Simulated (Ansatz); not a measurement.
**[ErCl6]3-: one state, many levels**

How do method and basis change the picture of [ErCl6]3- (quartet)?

Program: Ansatz 0.2.0, Gaussian basis. Level of theory: as each input shows. These are calculated values, not measurements.

Levels to be run: PBE-D4/def2-TZVP, r2SCAN-D4/def2-TZVP, BLYP-D4/def2-TZVP, ωB97M-V/def2-TZVP, PBE-D4/def2-SVP, PBE0-D4/def2-SVP, MP2/def2-SVP, RPA/def2-SVP.

2 further runs of the same task are left out: 2 set aside as unsound or not needed. Runs told in other sessions of the task aren't counted.

### Step 1. The structure

The geometry is that of the quartet, from an earlier relaxation (PBE-D4/def2-SVP).

7 atoms, charge -3, spin multiplicity 4.

Atoms are counted from 1 here; the program's logs count them from 0.

Bond lengths: Er1–Cl2 2.698 Å, Er1–Cl3 2.697 Å, Er1–Cl4 2.697 Å, Er1–Cl5 2.697 Å, Er1–Cl6 2.697 Å, Er1–Cl7 2.698 Å. Angles: Cl2–Er1–Cl3 180.0°, Cl2–Er1–Cl4 90.7°, Cl2–Er1–Cl5 89.2°, Cl2–Er1–Cl6 90.8°, Cl2–Er1–Cl7 89.2°, Cl3–Er1–Cl4 89.3°, Cl3–Er1–Cl5 90.7°, Cl3–Er1–Cl6 89.2°, Cl3–Er1–Cl7 90.8°, Cl4–Er1–Cl5 179.9°, Cl4–Er1–Cl6 89.2°, Cl4–Er1–Cl7 90.7°, Cl5–Er1–Cl6 90.9°, Cl5–Er1–Cl7 89.2°, Cl6–Er1–Cl7 179.9°.

Er takes a core potential in the def2 sets. No spin-orbit coupling is included. The ion is computed in the gas phase, without counter-ions or solvent.

PBE0-D4/def2-TZVP was run before; its log isn't repeated, and its numbers join the tables.

### Step 2. PBE-D4/def2-TZVP

start.molden holds the orbitals of an earlier run on this state, given as this run's starting guess.

in.yaml

```yaml
crystal:
  periodic: [false, false, false]
  atoms:
    - {symbol: Er, position_ang: [-0.000426, 0.001014, -0.000470]}
    - {symbol: Cl, position_ang: [-0.038729, -0.021431, 2.696942]}
    - {symbol: Cl, position_ang: [0.035987, 0.023280, -2.697272]}
    - {symbol: Cl, position_ang: [2.696786, 0.025963, 0.003544]}
    - {symbol: Cl, position_ang: [-2.697451, -0.029970, -0.002872]}
    - {symbol: Cl, position_ang: [0.010843, 2.698101, -0.016235]}
    - {symbol: Cl, position_ang: [-0.006998, -2.696968, 0.016362]}
basis:
  gaussian: {orbitals: def2-TZVP, initial_orbitals: start.molden}
total_charge: -3
magnetization: {spin_polarized: true, initial_magnetization: 3}
hamiltonian: {xc: pbe, dispersion: d4}
scf: {omitted_lower_state_checks: [starts]}
output: {orbitals: {seedname: orbitals}}
```

Run with:

```bash
$ ansatz run in.yaml --threads 4 --pin off --events-out ev --progress --plain --max-ram 6963MiB
```

The runs that follow: r2SCAN-D4/def2-TZVP; BLYP-D4/def2-TZVP; ωB97M-V/def2-TZVP; PBE-D4/def2-SVP; PBE0-D4/def2-SVP; MP2/def2-SVP; RPA/def2-SVP.

Q: Predict the results of all the runs planned. Wanted: gap in def2-TZVP, named functionals, smallest and largest; correlation energy, MP2/def2-SVP; ⟨S²⟩ in def2-TZVP, named functionals, smallest and largest; PBE0 total energy, smallest basis above largest.

**Answer**, as computed:

| quantity | value |
| --- | --- |
| gap in def2-TZVP, named functionals, smallest and largest | 0.89 eV (PBE-D4), 9.81 eV (ωB97M-V) |
| correlation energy, MP2/def2-SVP | -50.89 eV |
| ⟨S²⟩ in def2-TZVP, named functionals, smallest and largest | 3.752, 3.753 |
| PBE0 total energy, smallest basis above largest | 27.32 eV (def2-SVP, def2-TZVP) |

Orbital gaps of the named functionals in def2-TZVP span 0.89 eV (PBE-D4) to 9.81 eV (ωB97M-V); exact exchange widens it. All 5 functionals in this basis put the HOMO above zero: at these levels the basis alone holds the outermost electron.
